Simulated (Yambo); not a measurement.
# Ge (Fd-3m) in Yambo: a series of runs, part 3 of 3

Yambo 5.3.0.

## 6. Optical spectrum, PBEsol

optics4.in

```
optics
chi
Chimod= "HARTREE"
% BndsRnXd
 1 | 29 |
%
NGsBlkXd= 2 Ry
% LongDrXd
 0 | 0 | 1 |
%
% QpntsRXd
 1 | 1 |
%
% EnRngeXd
 0 | 30 | eV
%
% DmRngeXd
 0.1 | 0.1 | eV
%
ETStpsXd= 200
```

scf.in

```
&CONTROL
  calculation = 'scf'
  prefix = 'pwscf'
  outdir = './tmp'
  pseudo_dir = './pseudo'
/
&SYSTEM
  ibrav = 0
  nat = 2
  ntyp = 1
  ecutwfc = 78
  nbnd = 21
  occupations = 'smearing'
  smearing = 'fd'
  degauss = 0.00367493
  force_symmorphic = .true.
/
&ELECTRONS
  conv_thr = 4d-10
  electron_maxstep = 120
  mixing_beta = 0.5
/
ATOMIC_SPECIES
Ge    72.6300 Ge.upf
CELL_PARAMETERS angstrom
   0.0000000000    2.8289100000    2.8289100000
   2.8289100000    0.0000000000    2.8289100000
   2.8289100000    2.8289100000    0.0000000000
ATOMIC_POSITIONS crystal
Ge     0.7500000000    0.7500000000    0.7500000000
Ge     0.5000000000    0.5000000000    0.5000000000
K_POINTS automatic
16 16 16 0 0 0
```

nscf.in

```
&CONTROL
  calculation = 'nscf'
  prefix = 'pwscf'
  outdir = './tmp'
  pseudo_dir = './pseudo'
/
&SYSTEM
  ibrav = 0
  nat = 2
  ntyp = 1
  ecutwfc = 78
  nbnd = 39
  occupations = 'smearing'
  smearing = 'fd'
  degauss = 0.00367493
  force_symmorphic = .true.
/
&ELECTRONS
  conv_thr = 1d-08
  diago_full_acc = .true.
  diago_thr_init = 1d-06
/
ATOMIC_SPECIES
Ge    72.6300 Ge.upf
CELL_PARAMETERS angstrom
   0.0000000000    2.8289100000    2.8289100000
   2.8289100000    0.0000000000    2.8289100000
   2.8289100000    2.8289100000    0.0000000000
ATOMIC_POSITIONS crystal
Ge     0.7500000000    0.7500000000    0.7500000000
Ge     0.5000000000    0.5000000000    0.5000000000
K_POINTS automatic
16 16 16 0 0 0
```

Potentials or basis: PseudoDojo 0.4.1 SR PBEsol standard.

On the command line:

```bash
OMP_NUM_THREADS=1 pw.x -in scf.in > scf.out
OMP_NUM_THREADS=1 pw.x -in nscf.in > nscf.out
cd tmp/pwscf.save; p2y; mv SAVE ../..; cd ../..
OMP_NUM_THREADS=1 yambo
OMP_NUM_THREADS=1 yambo -F optics4.in -J optics4 -C optics4_out
```

Yambo's report:

```text
[... sections 02.01 to 02.04 as in the set-up run ...]

[... 5 lines left out ...]
  [X] Bosonic    Temperature                        :  0.258606E-1   300.100    [eV K]
  [X] Finite Temperature mode                       : yes
  [X] El. density                                   :  0.61840E+24 [cm-3]
  [X] Fermi Level                                   :  9.439576 [eV]

  [X] === Gaps and Widths ===
  [X] Conduction Band Min                           :  9.439576 [eV]
  [X] Valence Band Max                              :  9.439576 [eV]
  [X] Filled Bands                                  :  11
  [X] Metallic Bands                                :  12  15
  [X] Empty Bands                                   :   16   39

  [X] === Metallic Characters ===
  [X] N of el / N of met el                         :  28.00000   6.00096
  [X] Average metallic occ.                         :  0.375060

  [WARNING] [X] Metallic system

 [03] Transferred momenta grid and indexing
 ==========================================

 IBZ Q-points                                      :  145
 BZ  Q-points                                      :   4096

 K/Q-points units:
 rlu = crystal or reduced units; cc = cartesian coordinates; iku = interal k-units

 Q [  1]        [rlu]:  0.000000  0.000000  0.000000
 Q [  2]        [rlu]: -0.32365E-18 -0.32365E-18  0.62500E-01
 Q [  3]        [rlu]: -0.64730E-18 -0.64730E-18  0.12500
 Q [  4]        [rlu]:  0.18083E-16  0.18083E-16  0.18750
 Q [  5]        [rlu]: -0.12946E-17 -0.12946E-17  0.25000
 Q [  6]        [rlu]:  0.41050E-16  0.13295E-16  0.31250
[... 42 lines left out ...]
 Q [ 49]        [rlu]:  0.86959E-17  0.25000      0.25000
 Q [ 50]        [rlu]:  0.66152E-17  0.25000      0.31250

 Remaining 95 points informations can be written running with -fatlog

 [WARNING] [Xd] User bands 1-29 break level degeneracy

 [04] Dipoles
 ============

  [04.01] Setup: observables and procedures
  =========================================

  [WF-Oscillators/G space/Transverse up loader] Normalization (few states)  min/max  :  0.27927E-17   1.0000

  [WR./optics4//ndb.dipoles]------------------------------------------------------
   Brillouin Zone Q/K grids (IBZ/BZ)                :    145   4096    145   4096
   RL vectors                                       :   4573 [WF]
   Fragmentation                                    : yes
   Electronic Temperature                           :  300.1000 [K]
   Bosonic    Temperature                           :  300.1000 [K]
   DIP band range                                   :   1  29
   DIP band range limits                            :  15  12
   DIP e/h energy range                             : -1.000000 -1.000000 [eV]
   RL vectors in the sum                            :   4573
   [r,Vnl] included                                 : yes
   Bands ordered                                    : yes
   Direct v evaluation                              : no
   Approach used                                    : G-space v
   Dipoles computed                                 : R V P [G-space]
   Wavefunctions                                    : Perdew, Burke & Ernzerhof SOL(X)+Perdew, Burke & Ernzerhof SOL(C)

  [WARNING] [r,Vnl^pseudo] included in position and velocity dipoles.

  [WARNING] In case H contains other non local terms, these are neglected

 [05] Optics
 ===========

 [X-CG] R(p) Tot o/o(of R):    23465   866456      100

 [WARNING] The system is a metal but Drude term not included.
```

It took 6.2 min on 1 thread of Arm Neoverse V1, shared host; peak memory 1.2 GiB.

What came out:

| Quantity | Value |
| --- | --- |
| Band gap on the k mesh, mean-field level | none (metal or under the smearing width) |
| Peak of the energy-loss function | 15.7 eV |

Dielectric function (along the field direction of the input):
```tsv
energy (eV)	real part	imaginary part
0.30	6.41	11.37
0.75	22.06	3.70
1.21	27.14	7.14
1.81	12.72	15.27
2.26	14.18	14.97
2.71	12.39	18.74
3.32	11.48	19.36
3.77	-5.49	30.90
4.22	-9.70	23.90
4.82	-5.37	8.58
5.28	-5.77	9.64
5.73	-8.04	6.36
6.33	-4.60	3.58
6.78	-3.72	3.67
7.24	-4.30	2.25
7.84	-2.35	1.83
8.29	-2.28	2.03
8.74	-2.29	1.52
9.35	-1.78	1.21
9.80	-1.45	1.36
10.25	-1.33	0.84
10.85	-1.07	0.90
11.31	-0.98	0.66
11.76	-0.80	0.56
12.36	-0.65	0.52
12.81	-0.53	0.42
13.27	-0.45	0.41
13.87	-0.28	0.31
14.32	-0.18	0.29
14.77	-0.09	0.28
15.38	0.01	0.24
15.83	0.08	0.24
16.28	0.08	0.26
16.88	0.15	0.20
17.34	0.20	0.18
17.79	0.24	0.19
18.39	0.28	0.13
18.84	0.32	0.11
19.30	0.36	0.09
19.90	0.44	0.08
```

Energy-loss function:
| energy (eV) | loss |
| --- | --- |
| 0.0 | 0.000 |
| 1.4 | 0.015 |
| 2.6 | 0.036 |
| 3.9 | 0.051 |
| 5.3 | 0.076 |
| 6.5 | 0.112 |
| 7.8 | 0.206 |
| 9.2 | 0.266 |
| 10.4 | 0.366 |
| 11.8 | 0.582 |
| 13.1 | 1.109 |
| 14.3 | 2.495 |
| 15.7 | 4.409 |
| 16.9 | 3.144 |
| 18.2 | 1.527 |
| 19.6 | 0.481 |
| 20.8 | 0.335 |
| 22.2 | 0.163 |
| 23.5 | 0.095 |
| 24.7 | 0.048 |
| 26.1 | 0.158 |
| 27.4 | 0.185 |
| 28.6 | 0.253 |
| 30.0 | 0.282 |

Caveat: the intraband (Drude) term of the metal is left out; the ground state has no gap, which makes the many-body step unreliable; these spectra lack excitons; this crystal is a semiconductor, whose small gap the functional closes, so the metal is an error of the method.

## 7. Optical spectrum, PBEsol

optics5.in

```
optics
chi
tddft
Chimod= "LRC"
% BndsRnXd
 1 | 29 |
%
NGsBlkXd= 3 Ry
% LongDrXd
 1 | 0 | 0 |
%
% QpntsRXd
 1 | 1 |
%
% EnRngeXd
 0 | 15 | eV
%
% DmRngeXd
 0.1 | 0.1 | eV
%
ETStpsXd= 200
LRC_alpha= -0.3
```

scf.in is that of step 6.

nscf.in is that of step 6.

Potentials or basis: PseudoDojo 0.4.1 SR PBEsol standard.

On the command line:

```bash
OMP_NUM_THREADS=1 pw.x -in scf.in > scf.out
OMP_NUM_THREADS=1 pw.x -in nscf.in > nscf.out
cd tmp/pwscf.save; p2y; mv SAVE ../..; cd ../..
OMP_NUM_THREADS=1 yambo
OMP_NUM_THREADS=1 yambo -F optics5.in -J optics5 -C optics5_out
```

Yambo's report:

```text
[... sections 02.01 to 02.04 as in the set-up run ...]

[... 5 lines left out ...]
  [X] Bosonic    Temperature                        :  0.258606E-1   300.100    [eV K]
  [X] Finite Temperature mode                       : yes
  [X] El. density                                   :  0.61840E+24 [cm-3]
  [X] Fermi Level                                   :  9.439576 [eV]

  [X] === Gaps and Widths ===
  [X] Conduction Band Min                           :  9.439576 [eV]
  [X] Valence Band Max                              :  9.439576 [eV]
  [X] Filled Bands                                  :  11
  [X] Metallic Bands                                :  12  15
  [X] Empty Bands                                   :   16   39

  [X] === Metallic Characters ===
  [X] N of el / N of met el                         :  28.00000   6.00096
  [X] Average metallic occ.                         :  0.375060

  [WARNING] [X] Metallic system

 [03] Transferred momenta grid and indexing
 ==========================================

 IBZ Q-points                                      :  145
 BZ  Q-points                                      :   4096

 K/Q-points units:
 rlu = crystal or reduced units; cc = cartesian coordinates; iku = interal k-units

 Q [  1]        [rlu]:  0.000000  0.000000  0.000000
 Q [  2]        [rlu]: -0.32365E-18 -0.32365E-18  0.62500E-01
 Q [  3]        [rlu]: -0.64730E-18 -0.64730E-18  0.12500
 Q [  4]        [rlu]:  0.18083E-16  0.18083E-16  0.18750
 Q [  5]        [rlu]: -0.12946E-17 -0.12946E-17  0.25000
 Q [  6]        [rlu]:  0.41050E-16  0.13295E-16  0.31250
[... 42 lines left out ...]
 Q [ 49]        [rlu]:  0.86959E-17  0.25000      0.25000
 Q [ 50]        [rlu]:  0.66152E-17  0.25000      0.31250

 Remaining 95 points informations can be written running with -fatlog

 [WARNING] [Xd] User bands 1-29 break level degeneracy

 [04] Dipoles
 ============

  [04.01] Setup: observables and procedures
  =========================================

  [WF-Oscillators/G space/Transverse up loader] Normalization (few states)  min/max  :  0.27927E-17   1.0000

  [WR./optics5//ndb.dipoles]------------------------------------------------------
   Brillouin Zone Q/K grids (IBZ/BZ)                :    145   4096    145   4096
   RL vectors                                       :   4573 [WF]
   Fragmentation                                    : yes
   Electronic Temperature                           :  300.1000 [K]
   Bosonic    Temperature                           :  300.1000 [K]
   DIP band range                                   :   1  29
   DIP band range limits                            :  15  12
   DIP e/h energy range                             : -1.000000 -1.000000 [eV]
   RL vectors in the sum                            :   4573
   [r,Vnl] included                                 : yes
   Bands ordered                                    : yes
   Direct v evaluation                              : no
   Approach used                                    : G-space v
   Dipoles computed                                 : R V P [G-space]
   Wavefunctions                                    : Perdew, Burke & Ernzerhof SOL(X)+Perdew, Burke & Ernzerhof SOL(C)

  [WARNING] [r,Vnl^pseudo] included in position and velocity dipoles.

  [WARNING] In case H contains other non local terms, these are neglected

 [05] Optics
 ===========

 [X-CG] R(p) Tot o/o(of R):    23465   866456      100

 [WARNING] The system is a metal but Drude term not included.
```

o-optics5.eps_q1_inv_LRC_dyson:

```text
# Absorption @ Q(1):   1.00000000      0.00000000      0.00000000    [q->0 direction]
#
# [ X ] Hartree size                              :   51
# [GEN] GF Energies                               : Perdew, Burke & Ernzerhof SOL(X)+Perdew, Burke & Ernzerhof SOL(C)
# [GEN] Green`s Function                          : Retarded
#
# [GEN] Gauge                                     : Length
# [GEN] [r,Vnl] included                          : yes
#
#    E[1] [eV]          Im(eps)            Re(eps)            Im(eps_o)          Re(eps_o)
#
        0.000000          -0.13170E-12       -51.97335           0.25040E-14        202.8479
        0.075377           15.41891          -42.42451           112.6577           55.81842
        0.150754           19.49004          -24.43919           52.57499           0.239834
        0.226131           16.95968          -8.966146           22.78604           1.757623
        0.301508           13.30641           2.445852           11.38361           7.636217
        0.376884           10.39142           10.91310           6.562707           12.09578
[... 192 lines left out ...]
        14.92462           0.267702          -0.075317           0.231849          -0.210325
        15.00000           0.253679          -0.054993           0.225791          -0.178440
#
```

Wall time 6.5 min (1 thread of Arm Neoverse V1, shared host); peak memory 1.2 GiB.

Results:

* Band gap on the k mesh, mean-field level: none (metal or under the smearing width)

Dielectric function (along the field direction of the input):
```
energy (eV)  real part  imaginary part
       0.30       2.45           13.31
       0.75      38.59           13.41
       1.28      34.51           54.37
       1.81       5.72           22.50
       2.26       7.91           23.76
       2.79      -1.08           24.06
       3.32       0.85           24.51
       3.84     -11.04           13.34
       4.30     -12.78            9.66
       4.82      -5.49            6.40
       5.35      -5.68            7.22
       5.80      -6.54            3.97
       6.33      -4.12            2.86
       6.86      -3.49            3.19
       7.39      -3.40            1.55
       7.84      -2.16            1.63
       8.37      -2.08            1.92
       8.89      -2.12            1.28
       9.42      -1.59            1.03
       9.87      -1.50            1.24
      10.40      -1.19            0.81
      10.93      -1.05            0.85
      11.38      -0.90            0.63
      11.91      -0.71            0.55
      12.44      -0.58            0.48
      12.96      -0.44            0.43
      13.42      -0.38            0.35
      13.94      -0.24            0.30
      14.47      -0.13            0.27
      15.00      -0.05            0.25
```

Caveat: the intraband (Drude) term of the metal is left out; the ground state has no gap, which makes the many-body step unreliable; the long-range kernel's strength is typed, not fitted to the crystal's screening; independent-particle spectra lack excitons; this crystal is a semiconductor, whose small gap the functional closes, so the metal is an error of the method.

## 8. Overview

| direction of the field or of q to 0 | broadening | kernel | top of the energy range | cutoff of the response matrix | other keys | gap on the mesh (eV) |
| --- | --- | --- | --- | --- | --- | --- |
| x | 0.1 eV | none (independent particles) | 15 eV | - | - | none |
| x | 0.1 eV | Hartree (RPA with local fields) | 20 eV | 2 Ry | - | none |
| x | 0.2 eV | adiabatic LDA | 15 eV | 3 Ry | - | none |
| x + y + z | 0.1 eV | none (independent particles) | 10 eV | - | - | none |
| z | 0.1 eV | Hartree (RPA with local fields) | 30 eV | 2 Ry | - | none |
| x | 0.1 eV | long-range correction | 15 eV | 3 Ry | several, not listed | none |

Alike in all rows: task optical spectrum; level PBEsol; potentials or basis PseudoDojo 0.4.1 SR PBEsol standard; no spin polarisation; cell as given; k mesh 16 × 16 × 16; cutoff (eV) 1061; smearing fermi-dirac 0.05 eV.

Caveats: the intraband (Drude) term of the metal is left out; the ground state has no gap, which makes the many-body step unreliable; this crystal is a semiconductor, whose small gap the functional closes, so the metal is an error of the method; independent-particle spectra lack excitons (some runs); these spectra lack excitons (some runs); the LDA kernel is used on GGA states, which is inconsistent by a few percent (some runs); the long-range kernel's strength is typed, not fitted to the crystal's screening (some runs).

Absolute energies hang on the potentials; compare differences alone.

## 9. How close it comes

Step 2. Measured gap of Ge: 0.807 eV (direct; 300 K; “Electronic and optical properties of SixGe1-x-ySny alloys lattice-matched to Ge”, 2021, arxiv:2109.02782). This calculation gives 0.00 eV (-0.81 eV). 3 values of this kind are on record (0.666 to 0.807 eV); this one was drawn at random among those near their median. Spin-orbit coupling on Ge is left out. The value is that of PBEsol on a finite k mesh, which can miss the band edges, without temperature or zero-point motion. Semilocal functionals fall short of measured gaps as a rule.

Step 3. Measured gap of Ge: 0.744 eV (indirect; 0 K; “Temperature-dependent photoluminescence in Ge: experiment and theory”, 2020, arxiv:2003.00143). This calculation gives 0.00 eV (-0.74 eV). 3 values of this kind are on record (0.666 to 0.807 eV); this one was drawn at random among those near their median. Spin-orbit coupling on Ge is left out. The value is that of PBEsol on a finite k mesh, which can miss the band edges, without temperature or zero-point motion. Semilocal functionals fall short of measured gaps as a rule.

Step 4. Against the measured gap of Ge, 0.744 eV (indirect; 0 K; “Temperature-dependent photoluminescence in Ge: experiment and theory”, 2020, arxiv:2003.00143), the calculated 0.00 eV is off by -0.74 eV. 3 values of this kind are on record (0.666 to 0.807 eV); this one was drawn at random among those near their median. Spin-orbit coupling on Ge is left out. The value is that of PBEsol on a finite k mesh, which can miss the band edges, without temperature or zero-point motion. Semilocal functionals fall short of measured gaps as a rule.

Step 5. Against the measured gap of Ge, 0.744 eV (indirect; 0 K; “Temperature-dependent photoluminescence in Ge: experiment and theory”, 2020, arxiv:2003.00143), the calculated 0.00 eV is off by -0.74 eV. 3 values of this kind are on record (0.666 to 0.807 eV); this one was drawn at random among those near their median. Spin-orbit coupling on Ge is left out. The value is that of PBEsol on a finite k mesh, which can miss the band edges, without temperature or zero-point motion. Semilocal functionals fall short of measured gaps as a rule.

Step 6. A measured gap of Ge is 0.744 eV (indirect; 0 K; “Temperature-dependent photoluminescence in Ge: experiment and theory”, 2020, arxiv:2003.00143); the calculated 0.00 eV misses it by -0.74 eV. 3 values of this kind are on record (0.666 to 0.807 eV); this one was drawn at random among those near their median. Spin-orbit coupling on Ge is left out. The value is that of PBEsol on a finite k mesh, which can miss the band edges, without temperature or zero-point motion. Semilocal functionals fall short of measured gaps as a rule.
